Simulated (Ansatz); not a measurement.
# BBrF2: the cost of one run

Computed with Ansatz 0.2.0, Gaussian basis. Level: PBE0-D4/def2-TZVP structures, single points in def2-TZVPP, no counterpoise correction.

Levels: SPW92, PBE-D4, BLYP-D4, r2SCAN-D4, B97M-V, PBE0-D4, B3LYP-D4, r2SCAN0-D4, BHLYP-D4, CAM-B3LYP-D4, wB97X-V, wB97M-V, B2PLYP, PBE-QIDH, RPA on PBE, Hartree-Fock, MP2, CCSD, CCSD(T).

Correlated methods freeze the cores. Filled d shells of the heavier atoms are correlated. B3LYP uses VWN-RPA correlation. B2PLYP carries no dispersion term here.

94 further runs of the same task are left out: 94 set aside as unsound or not needed.

**1. The starting structure**

The complex: 6 atoms, charge 0, spin multiplicity 1.

Atoms are counted from 1 here; the program's logs count them from 0.

Bond lengths: B1–F3 1.307 Å, B1–F4 1.307 Å, B1–Br6 1.921 Å, F2–H5 0.923 Å. Angles: F3–B1–F4 120.3°, F3–B1–Br6 119.7°, F4–B1–Br6 119.7°.

As a file:

```
B    -0.2502   -0.6652   -0.5547
F    -0.1606    1.5363    0.7862
F    -1.3807   -0.9994    0.0087
F    -0.2448   -0.0130   -1.6867
H     0.6296    1.4238    1.2503
Br    1.4066   -1.2825    0.1962
```

Its parts: BBrF2 holds atoms 1, 3, 4, 6; HF holds atoms 2, 5. Each part counts its atoms afresh in its own runs.

**2. Relaxing BBrF2 alone**

relax-a/in.yaml

```yaml
crystal:
  periodic: [false, false, false]
  atoms:
    - {symbol: B, position_ang: [-0.250207, -0.665233, -0.554659]}
    - {symbol: F, position_ang: [-1.380701, -0.999371, 0.008715]}
    - {symbol: F, position_ang: [-0.244804, -0.012975, -1.686730]}
    - {symbol: Br, position_ang: [1.406615, -1.282507, 0.196237]}
basis:
  gaussian: {orbitals: def2-TZVP}
hamiltonian: {xc: pbe0, dispersion: d4}
relax: {f_tol: 0.005, max_steps: 200}
```

Launch:

```bash
> ansatz run in.yaml --threads 4 --pin off --events-out ev --progress --plain --max-ram 9574MiB
```

**Question.** How long does this run take on 4 threads of Arm Neoverse V2, shared host?

About 7 s.
